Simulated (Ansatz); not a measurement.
# One shape, several levels: doublet [InF3]−

We compute a comparison of 4 runs (U-r2SCAN/def2-SVPD, U-revPBE/def2-SVPD, UPBE/def2-SVPD, UCCSD/def2-SVPD) of doublet [InF3]−. 

The results are computed with Ansatz 0.2.0.

27 further runs of the same task are left out: 27 set aside as unsound or not needed. Runs told in other sessions of the task aren't counted.

## Step 1: The molecule

[InF3]− has 4 atoms, charge -1, and is taken as a doublet. SMILES of the parent species: `[F][In]([F])[F]`. The shape is that of a PBE0-D4/def2-TZVP optimisation. That shape belongs to the parent species and isn't relaxed for this state.

Bond lengths: F1–In2 1.918 Å, In2–F3 1.918 Å, In2–F4 1.918 Å. Angles: F1–In2–F3 120.0°, F1–In2–F4 120.0°, F3–In2–F4 120.0°.

## Step 2: A single-point energy at U-r2SCAN/def2-SVPD (core potential) (run 1)

File molecule.yaml:

```yaml
basis:
  gaussian: {orbitals: def2-SVPD}
crystal:
  periodic: [false, false, false]
  atoms:
    - {symbol: F, position_ang: [-1.305700, -0.375500, 1.339800]}
    - {symbol: In, position_ang: [0.013900, -0.015100, -0.005100]}
    - {symbol: F, position_ang: [1.768100, -0.777100, 0.143700]}
    - {symbol: F, position_ang: [-0.421000, 1.107400, -1.498700]}
total_charge: -1
magnetization: {spin_polarized: true, initial_magnetization: 1}
hamiltonian: {xc: r2scan}
accuracy: high
output: {orbitals: {seedname: orbitals}}
```

The run is started by

```bash
ansatz run molecule.yaml --threads 1 --pin off --max-ram 2610MiB --events-out events.jsonl --progress --plain --runs-dir runs
```

What it wrote:

```text
Warning: RAYON_NUM_THREADS=1 ignored (pool sized by the plan → 1); use --threads N
Functional definition: r2SCAN
  name "r2SCAN"
  parameter k0 = 0.174
  parameter k1 = 0.065
  parameter a1 = 4.9479
  exchange = r2scan_x(k0 = k0, k1 = k1, a1 = a1)
  correlation = r2scan_c
2116 factors; integrals over basis functions are off by at most 1.3e-8 eV
mean field evaluation 1: about -13319.9361 eV, gradient 1.1e1 eV
mean field evaluation 2: about -13319.2487 eV, gradient 1.9e1 eV
mean field evaluation 4: about -13320.4561 eV, gradient 3.4e-1 eV
mean field evaluation 8: about -13320.4684 eV, gradient 2.7e-2 eV
mean field evaluation 16: about -13320.4684 eV, gradient 1.9e-5 eV
mean field -13320.46843887 eV, -489.5181861907 hartree, gradient 6.0e-8 eV, S^2 0.752282; 0 other end points of the search recorded, 0 dependent functions left out
reference -13320.46845221 eV, -489.5181866809 hartree; 25, 24 occupied and 76, 77 virtual orbitals, 2116 factors
Total energy: -13320.46845221 eV, -489.5181866809 hartree
```

Wall time 30 s (1 thread of Arm Neoverse V1, shared host); peak memory 0.48 GiB.

## Step 3: The energy at U-revPBE/def2-SVPD (core potential) (run 2)

File job.yaml:

```yaml
crystal:
  periodic: [false, false, false]
  atoms:
    - {symbol: F, position_ang: [-1.305700, -0.375500, 1.339800]}
    - {symbol: In, position_ang: [0.013900, -0.015100, -0.005100]}
    - {symbol: F, position_ang: [1.768100, -0.777100, 0.143700]}
    - {symbol: F, position_ang: [-0.421000, 1.107400, -1.498700]}
basis:
  gaussian:
    orbitals: def2-SVPD
magnetization:
  spin_polarized: true
  initial_magnetization: 1
accuracy: high
output: {orbitals: {seedname: orbitals}}
total_charge: -1
hamiltonian:
  xc: {name: revPBE}
```

The run is started by

```bash
ansatz run job.yaml --threads 1 --pin off --max-ram 2610MiB --events-out events.jsonl --progress --plain --runs-dir runs
```

What it wrote:

```text
Warning: RAYON_NUM_THREADS=1 ignored (pool sized by the plan → 1); use --threads N
Functional definition: revPBE
  name "revPBE"
  parameter kappa = 1.245
  parameter beta = 0.06672455060314922
  exchange = pbe_x(kappa = kappa, mu = beta*pi^2/3)
  correlation = pbe_c(beta = beta)
2116 factors; integrals over basis functions are off by at most 1.3e-8 eV
mean field evaluation 1: about -13320.0648 eV, gradient 9.8e0 eV
mean field evaluation 2: about -13319.8372 eV, gradient 1.4e1 eV
mean field evaluation 4: about -13320.6072 eV, gradient 6.2e-1 eV
mean field evaluation 8: about -13320.6066 eV, gradient 4.4e-2 eV
mean field evaluation 16: about -13320.6066 eV, gradient 5.5e-6 eV
mean field -13320.60659668 eV, -489.5232633964 hartree, gradient 4.3e-8 eV, S^2 0.750972; 0 other end points of the search recorded, 0 dependent functions left out
reference -13320.60660253 eV, -489.5232636115 hartree; 25, 24 occupied and 76, 77 virtual orbitals, 2116 factors
Total energy: -13320.60660253 eV, -489.5232636115 hartree
```

Wall time 11 s (1 thread of Arm Neoverse V1, shared host); peak memory 0.32 GiB.

Run 3 isn't shown in full; the table further down has it.

## Step 4: A single-point energy at UCCSD/def2-SVPD (core potential) (run 4)

File in.yaml:

```yaml
crystal:
  periodic: [false, false, false]
  atoms:
    - symbol: F
      position_ang: [-1.305700, -0.375500, 1.339800]
    - symbol: In
      position_ang: [0.013900, -0.015100, -0.005100]
    - symbol: F
      position_ang: [1.768100, -0.777100, 0.143700]
    - symbol: F
      position_ang: [-0.421000, 1.107400, -1.498700]
basis:
  gaussian:
    orbitals: def2-SVPD
total_charge: -1
magnetization:
  spin_polarized: true
  initial_magnetization: 1
correlation:
  method: ccsd
  frozen_orbitals: {F: 1, In: 4}
accuracy: high
scf:
  omitted_lower_state_checks: [cluster_reference, increment]
```

The run is started by

```bash
ansatz run in.yaml --threads 1 --pin off --max-ram 2610MiB --events-out events.jsonl --progress --plain --runs-dir runs
```

What it wrote, shortened:

```text
Warning: RAYON_NUM_THREADS=1 ignored (pool sized by the plan → 1); use --threads N
Functional definition: HF
  name "HF"
[...]
2116 factors; integrals over basis functions are off by at most 1.3e-8 eV
[...]
mean field -13262.72089285 eV, -487.3960030171 hartree, gradient 2.3e-8 eV, S^2 0.753750; 2 other end points of the search recorded, 0 dependent functions left out
7 core orbitals not correlated: weight in the atoms' cores, before any rotation towards them, 1.000 or more for the frozen orbitals, at most 0.000 for the correlated occupied ones
reference -13262.72089285 eV, -487.3960030171 hartree; 18, 17 occupied and 76, 77 virtual orbitals, 2116 factors
second order -19.27254300 eV of doubles, -0.00000000 eV of singles
cycle   1  -18.62694418 eV  change    6.5e-1 eV  update   1.5e-1
[...]
cycle  24  -19.28607694 eV  change  -7.3e-10 eV  update   1.9e-9
Total energy: -13282.00696979 eV, -488.1047532722 hartree
Checks for a lower state left out: cluster_reference, increment
```

Run time: 2.6 min. Hardware: 1 thread of Arm Neoverse V1, shared host; peak memory 1.8 GiB.

## Step 5: All runs side by side

```
run                                level  frozen core orbitals  energy (Eh)  HOMO energy (eV)  LUMO energy (eV)   ⟨S²⟩  wall time
  1  U-r2SCAN/def2-SVPD (core potential)                     –  -489.518187              1.03              1.96  0.752       30 s
  2  U-revPBE/def2-SVPD (core potential)                     –  -489.523264              1.19              1.69  0.751       11 s
  3      UPBE/def2-SVPD (core potential)                     –  -489.302116              1.09              1.59  0.751       11 s
  4     UCCSD/def2-SVPD (core potential)                     7  -488.104753                 –                 –  0.754    2.6 min
```

## Step 6: Summary of results

```
                                          quantity          value
                               run 4: total energy  -488.10475 Eh
run 4: correlation energy (7 core orbitals frozen)     -708.8 mEh
          run 4: ⟨S²⟩ of the reference determinant          0.754
                              run 4: T1 diagnostic          0.018
```

What this shows: Totals of different functionals can't be ranked against each other. In runs 1, 2, 3 the HOMO lies above zero, from self-interaction, a short basis or an electron that isn't bound. All runs together took 3.5 min, the longest 2.6 min.
